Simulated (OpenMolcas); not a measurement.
# W²⁺ among point charges: CASSCF levels and susceptibility, part 2 of 2

Aim: the splitting of the states of W²⁺ in the field of 3 point charges, its lowest levels with spin-orbit coupling and its magnetic susceptibility.

OpenMolcas 26.06; ANO-RCC-VTZP, DKH2, active space 4 electrons in 5 orbitals (5d), orbitals: per spin and parity. Surroundings: 3 point charges of -3 e arranged as a planar triangle (D3h), 1.99 Å from the ion. The active orbitals were held to one l. Earlier steps stand in the parts before.

## Step 6: State interaction with spin-orbit coupling

a.inp

```
&RASSI
NrOfJobIphs=3 5 45 50
1 2 3 4 5
1 2 3 4 5 6 7 8 9 10 11 12 13 14 15 16 17 18 19 20 21 22 23 24 25 26 27
28 29 30 31 32 33 34 35 36 37 38 39 40 41 42 43 44 45
1 2 3 4 5 6 7 8 9 10 11 12 13 14 15 16 17 18 19 20 21 22 23 24 25 26 27
28 29 30 31 32 33 34 35 36 37 38 39 40 41 42 43 44 45 46 47 48 49 50
IphNames
JOB001
JOB002
JOB003
EJob
SpinOrbit
DIPRint=1.0
SOCoupling=1000.0
Subsets=2
Property=9
'ANGMOM' 1 'ANGMOM' 2 'ANGMOM' 3 'MLTPL  1' 1 'MLTPL  1' 2 'MLTPL  1' 3
'AMFI' 1 'AMFI' 2 'AMFI' 3
SOProperty=3
'ANGMOM' 1 'ANGMOM' 2 'ANGMOM' 3
```

Log:

```text
SPIN-FREE ENERGIES:
  (Shifted by EMIN (a.u.) =     -16131.6242393394)

 SF State       Relative EMIN(au)   Rel lowest level(eV)    D:o, cm**(-1)      L_eff

     6             0.0000000000        0.0000000000              0.0000         2.7
     7             0.0000000077        0.0000002087              0.0017         2.7
    51             0.0045124182        0.1227891538            990.3613         4.2
    52             0.0238227013        0.6482487269           5228.4786         4.5
    53             0.0238227085        0.6482489227           5228.4802         4.5
     8             0.0268627089        0.7309715471           5895.6831         2.9
     1             0.0501086411        1.3635255881          10997.5755         1.9
     2             0.0501086879        1.3635268607          10997.5858         1.9
    54             0.0544892858        1.4827290016          11959.0159         3.6
    55             0.0544892868        1.4827290283          11959.0161         3.6
    56             0.0735476260        2.0013328593          16141.8381         3.0
     9             0.0985053203        2.6804663167          21619.4189         4.4
    10             0.0985053203        2.6804663167          21619.4189         4.4
    11             0.1012247639        2.7544661481          22216.2677         3.4
    12             0.1012247668        2.7544662269          22216.2684         3.4
    13             0.1063442643        2.8937748519          23339.8682         4.4
    14             0.1063442643        2.8937748519          23339.8682         4.4
    15             0.1081019565        2.9416040930          23725.6371         4.2
    16             0.1081019984        2.9416052334          23725.6463         4.2
    17             0.1175786963        3.1994793183          25805.5410         2.8
    18             0.1216581997        3.3104882616          26700.8885         3.0
    57             0.1222053101        3.3253758936          26820.9654         4.3
    58             0.1222053101        3.3253758936          26820.9654         4.3
    19             0.1274731162        3.4687202005          27977.1152         2.9
    20             0.1274731350        3.4687207121          27977.1193         2.9
    59             0.1400035392        3.8096903822          30727.2252         4.6
    60             0.1400035776        3.8096914269          30727.2336         4.6
    21             0.1457987752        3.9673867860          31999.1324         3.4
    22             0.1457987752        3.9673867860          31999.1324         3.4
    23             0.1487773985        4.0484392558          32652.8647         3.5
    24             0.1487774107        4.0484395885          32652.8674         3.5
    61             0.1509016945        4.1062442950          33119.0938         4.5
    62             0.1509016945        4.1062442950          33119.0938         4.5
    63             0.1520628038        4.1378396866          33373.9278         4.0
    64             0.1520628083        4.1378398090          33373.9288         4.0
    25             0.1585210142        4.3135765442          34791.3411         3.1
    26             0.1585210162        4.3135766007          34791.3416         3.1
    65             0.1716976741        4.6721317271          37683.2837         2.9
    66             0.1803704732        4.9081306143          39586.7431         3.0
    67             0.1803704732        4.9081306143          39586.7431         3.0
Eigenvalues of complex Hamiltonian:
   -----------------------------------
  (Shifted by EMIN (a.u.) =     -16131.6242393394)

 SO State       Relative EMIN(au)   Rel lowest level(eV)    D:o, cm**(-1)     J-value

     1            -0.0178049304        0.0000000000              0.0000         3.1
     2            -0.0073289000        0.2850673088           2299.2229         2.7
     3            -0.0073288997        0.2850673165           2299.2230         2.7
     4            -0.0056395196        0.3310376918           2669.9990         3.1
     5            -0.0056395136        0.3310378553           2670.0004         3.1
     6            -0.0006995397        0.4654613928           3754.1993         2.5
     7             0.0130471116        0.8395268317           6771.2405         3.9
     8             0.0177720524        0.9680990196           7808.2452         3.7
     9             0.0177720545        0.9680990758           7808.2456         3.7
    10             0.0265512221        1.2069923968           9735.0502         2.9
    11             0.0328228409        1.3776518394          11111.5114         3.5
    12             0.0328228442        1.3776519290          11111.5122         3.5
    13             0.0373396712        1.5005610533          12102.8411         1.7
    14             0.0377063671        1.5105393567          12183.3216         1.7
    15             0.0418199007        1.6224743096          13086.1378         2.1
    16             0.0418199011        1.6224743188          13086.1379         2.1
    17             0.0465090306        1.7500720331          14115.2829         2.3
    18             0.0465090742        1.7500732192          14115.2924         2.3
    19             0.0516058776        1.8887643047          15233.9115         2.1
    20             0.0516058776        1.8887643047          15233.9115         2.1
    21             0.0548091534        1.9759298817          15936.9493         3.1
    22             0.0548091546        1.9759299120          15936.9495         3.1
    23             0.0592588477        2.0970122295          16913.5443         1.5
    24             0.0592588477        2.0970122295          16913.5443         1.5
    25             0.0763172893        2.5611960749          20657.4395         2.9
    26             0.0820931439        2.7183650832          21925.0930         2.4
    27             0.0820931439        2.7183650831          21925.0930         2.4
    28             0.0834670477        2.7557509115          22226.6301         3.1
    29             0.0844978087        2.7837993458          22452.8559         3.1
    30             0.0868103575        2.8467270050          22960.4017         3.5
    31             0.0868103593        2.8467270541          22960.4021         3.5
    32             0.0932641175        3.0223427618          24376.8383         3.0
    33             0.0932641186        3.0223427905          24376.8386         3.0
    34             0.0955173137        3.0836553533          24871.3577         4.1
    35             0.0955173149        3.0836553857          24871.3580         4.1
    36             0.0979249580        3.1491706925          25399.7746         3.8
    37             0.0979249580        3.1491706926          25399.7746         3.8
    38             0.1002056338        3.2112310422          25900.3251         2.3
    39             0.1002056338        3.2112310422          25900.3251         2.3
    40             0.1037479805        3.3076232066          26677.7803         4.1
    41             0.1037480140        3.3076241197          26677.7877         4.1
Weights of the five most important spin-orbit-free states for each spin-orbit state.

 SO State  Total energy (au)           Spin-free states, spin, and weights
 -------------------------------------------------------------------------------------------------------
    1        -0.017805      51 0.0  0.3496    6 1.0  0.2757    7 1.0  0.2757    8 1.0  0.0301    1 2.0  0.0176
    2        -0.007329       7 1.0  0.4742    6 1.0  0.4742   55 0.0  0.0354    1 2.0  0.0091   20 1.0  0.0039
    3        -0.007329       6 1.0  0.4742    7 1.0  0.4742   54 0.0  0.0354    2 2.0  0.0091   19 1.0  0.0039
    4        -0.005640       6 1.0  0.8419    8 1.0  0.0739   53 0.0  0.0448    1 2.0  0.0155    2 2.0  0.0155
    5        -0.005640       7 1.0  0.8419    8 1.0  0.0739   52 0.0  0.0448    1 2.0  0.0155    2 2.0  0.0155
    6        -0.000700       7 1.0  0.4458    6 1.0  0.4458    1 2.0  0.0508    2 2.0  0.0508   18 1.0  0.0021
    7         0.013047      51 0.0  0.6024    7 1.0  0.1149    6 1.0  0.1149    8 1.0  0.0859    1 2.0  0.0283
    8         0.017772      52 0.0  0.6003    8 1.0  0.2716    7 1.0  0.0988   15 1.0  0.0051   16 1.0  0.0051
    9         0.017772      53 0.0  0.6003    8 1.0  0.2716    6 1.0  0.0988   15 1.0  0.0051   16 1.0  0.0051
   10         0.026551       8 1.0  0.8238   56 0.0  0.0481    1 2.0  0.0346    2 2.0  0.0346    7 1.0  0.0190
   11         0.032823       8 1.0  0.6391   52 0.0  0.3267    7 1.0  0.0070    1 2.0  0.0059    2 2.0  0.0059
   12         0.032823       8 1.0  0.6391   53 0.0  0.3267    6 1.0  0.0070    1 2.0  0.0059    2 2.0  0.0059
```

These steps took 43 s in all on 1 thread, shared host.

Spin-free states, with their symmetry labels:

```csv
state,degeneracy,E (cm-1),free-ion L (%)
3E,2,0,F (39)
1A1,1,990,I (39)
1E,2,5228,I (41)
3A2,1,5896,F (53)
5E,2,10998,D (100)
1E,2,11959,G (29)
1A1,1,16142,D (53)
triplet,2,21619,H (67)
3E,2,22216,G (42)
3E,2,23340,G (56)
3E,2,23726,H (55)
3A2,1,25806,P (57)
3A1,1,26701,D (51)
singlet,2,26821,G (70)
3E,2,27977,D (44)
1E,2,30727,I (48)
triplet,2,31999,F (60)
3E,2,32653,F (46)
1E,2,33119,G (78)
1E,2,33374,F (52)
3E,2,34791,H (30)
1A2,1,37683,F (100)
1E,2,39587,D (53)
1A1,1,39726,S (57)
```

With spin-orbit coupling:

| E (cm-1) | Degeneracy | Label | 2S+1 | g |
| --- | --- | --- | --- | --- |
| 0.0 | 1 | A1 | 3 |  |
| 2299 | 2 | E | 3 | 0.00 0.00 5.90 |
| 2670 | 2 | E | 3 | 0.00 0.00 2.08 |
| 3754 | 1 | A2 | 3 |  |
| 6771 | 1 | A1 | 1 |  |
| 7808 | 2 | E | 1 | 0.00 0.00 2.52 |
| 9735 | 1 | A1 | 3 |  |
| 11112 | 2 | E | 3 | 0.00 0.00 3.24 |
| 12103 | 1 | A2 | 5 |  |
| 12183 | 1 | A1 | 5 |  |
| 13086 | 2 | E | 5 | 0.00 0.00 0.15 |
| 14115 | 2 | E | 5 | 0.00 0.00 4.00 |
| 15234 | 2 |  | 5 | 0.00 0.00 7.89 |
| 15937 | 2 | E | 1 | 0.00 0.00 4.02 |
| 16914 | 2 | E | 5 | 0.00 0.00 11.88 |
| 20657 | 1 | A1 | 1 |  |
| 21925 | 2 |  | 3 | 0.00 0.00 5.19 |
| 22227 | 1 | A2 | 3 |  |
| 22453 | 1 | A1 | 3 |  |
| 22960 | 2 | E | 3 | 0.00 0.00 2.13 |
| 24377 | 2 | E | 3 | 0.00 0.00 0.75 |
| 24871 | 2 | E | 3 | 0.00 0.00 1.16 |
| 25400 | 2 |  | 3 | 0.00 0.00 5.06 |
| 25900 | 2 | E | 3 | 0.00 0.00 8.45 |

The table of states holds 24 of 58 computed; the rest, higher up, is left out. Labels of spin-orbit levels are those of the rotation subgroup (D3 for D3h). Principal g values are given for doublets only; a zero marks a field direction without first-order Zeeman splitting.

Powder χT (cm³ K/mol): 0.00 at 2 K, 0.00 at 5 K, 0.01 at 10 K, 0.01 at 20 K, 0.03 at 50 K, 0.06 at 100 K, 0.10 at 150 K, 0.13 at 200 K, 0.16 at 250 K, 0.19 at 300 K.

## Step 7: Outcome

This closing draws on all 2 parts.

| quantity | value |
| --- | --- |
| method | CASSCF |
| spin-free ground state | 3E, 2-fold in its orbital part |
| first state of the same spin within the active space | 3A2 at 5900 cm⁻¹ |
| lowest level | 1-fold A1 |
| next level | 2299.2 cm⁻¹ |
| χT at 300 K | 0.19 cm³ K/mol |
| effective moment at 300 K | 1.23 μB |

The spin-free ground state (3E) comes to 39 % from free-ion F terms and has less than the highest spin computed. χT at 300 K is 0.19, against 1.00 cm³ K/mol for the spin alone, so spin-orbit coupling lowers it. The field of point charges can differ much from that of real complexes. With metal d orbitals alone active, the gaps between spin states are rough; where two lie within a few thousand cm-1, their order is open. This is an electrostatic model: the charges have no orbitals.
